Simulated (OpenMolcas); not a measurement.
**Re⁶⁺ among point charges: CASSCF and CASPT2 levels and susceptibility**

Aim: the splitting of the states of Re⁶⁺ in the field of 6 point charges, its lowest levels with spin-orbit coupling and its magnetic susceptibility.

Method: state-averaged CASSCF and CASPT2, spin-orbit coupling by RASSI with atomic mean-field integrals. Code: OpenMolcas 26.06.

### 1 The system

* Species: Re⁶⁺ (rhenium, Z = 75, 69 electrons)
* Basis: ANO-RCC-VDZP [7s6p4d2f1g], 68 functions
* Scalar Hamiltonian: DKH2, point nucleus
* Inactive shells: 1s 2s 2p 3s 3p 3d 4s 4p 4d 4f 5s 5p
* Active space: 1 electron in 5 orbitals (5d)
* Some configurations of this space: 5d
* Orbitals: optimised for each spin and parity, averaged over all roots

Outer shells as boxes (Hund's rule):

5d
```
5d [↑ ][  ][  ][  ][  ]
```

The ion sits among 6 point charges of -1 e arranged as an octahedron (Oh), 2.02 Å from the ion.

The work runs as a chain of OpenMolcas steps in one folder; each step below is one input file. Labels, J, g values, rates, χT and fits are worked out afterwards by a script from the matrices that RASSI stores. The input lists half of the charges; inversion (Group=XYZ) makes the rest.

### 2 Basis and integrals

Contents of a.inp:

```
&GATEWAY
Coord
1

Re 0.0 0.0 0.0
Basis=ANO-RCC-VDZP
Group=XYZ
NoMove
AngMom=0.0 0.0 0.0
AMFI
XField
3 Angstrom 0
2.020000 0.000000 0.000000 -1.000000
0.000000 2.020000 0.000000 -1.000000
0.000000 0.000000 2.020000 -1.000000
&SEWARD
```

Run with:

```bash
$ OMP_NUM_THREADS=1 MOLCAS_MEM=1689 MOLCAS_PROJECT=a pymolcas a.inp > a.log
```

### 3 CASSCF: doublets of even parity, 5 roots

Contents of a.inp:

```
&RASSCF
FileOrb=start.orb
Symmetry=1
Spin=2
nActEl=1 0 0
Inactive=15 19
Ras2=5 0
CIRoot=5 5 1
SDav=5
CIMx=300
Iter=120 100
PrWF=0.3
OrbListing=Nothing
MaxOrb=0
>>> COPY $Project.JobIph JOB001
```

start.orb holds the contracted functions of the basis, ordered by shell, or the orbitals of the step before.

### 4 RASSI: spin-orbit coupling between the states

Contents of a.inp:

```
&RASSI
NrOfJobIphs=1 5
1 2 3 4 5
IphNames
JOB001
EJob
SpinOrbit
DIPRint=1.0
SOCoupling=1000.0
Subsets=2
Property=9
'ANGMOM' 1 'ANGMOM' 2 'ANGMOM' 3 'MLTPL  1' 1 'MLTPL  1' 2 'MLTPL  1' 3
'AMFI' 1 'AMFI' 2 'AMFI' 3
SOProperty=3
'ANGMOM' 1 'ANGMOM' 2 'ANGMOM' 3
```

### 5 CASPT2: IPEA 0.25, imaginary shift 0.1 (closed shells correlated: 5s 5p)

Contents of a.inp:

```
>>> COPY JOB001 $Project.JobIph
&CASPT2
Multistate=5 1 2 3 4 5
NoMult
Frozen=14 16
IPEA=0.25
Imaginary=0.1
MaxIter=60
WThr=0.0 0.3 0.05
PrWF=0.5
NoMix
```

(Steps that only read results are left out.)

What does the calculation give? Wanted: spin-free ground state; first state of the same spin within the active space; lowest level; next level.

As calculated:

| quantity | value |
| --- | --- |
| method | SS-CASPT2, IPEA 0.25, imaginary shift 0.1 (closed shells correlated: 5s 5p) |
| spin-free ground state | 2T2, 3-fold in its orbital part |
| first state of the same spin within the active space | 2E at 4670 cm⁻¹ |
| lowest level | 4-fold Γ8 |
| next level | 10753.5 cm⁻¹ |
| χT at 300 K | 0.27 cm³ K/mol |
| effective moment at 300 K | 1.47 μB |

Cost by method:

```tsv
method	time of its own steps	time with the reference
A. CASSCF	1.5 s	1.5 s
B. SS-CASPT2, IPEA 0.25, imaginary shift 0.1, +5s 5p	0.57 s	2.1 s
```

Times are of one thread on a shared host.

The spin-free ground state (2T2) comes to 100 % from free-ion D terms and keeps the highest spin of the shell. χT at 300 K is 0.27, against 0.38 cm³ K/mol for the spin alone, so orbital moment lowers it. A ligand-field fit to the states below 45000 cm-1 gives 10Dq = 4672 cm-1, the gap between the two states. CASPT2 does not keep the components of a term degenerate, and the means are used. The field of point charges can differ much from that of real complexes. This is an electrostatic model: the charges have no orbitals.
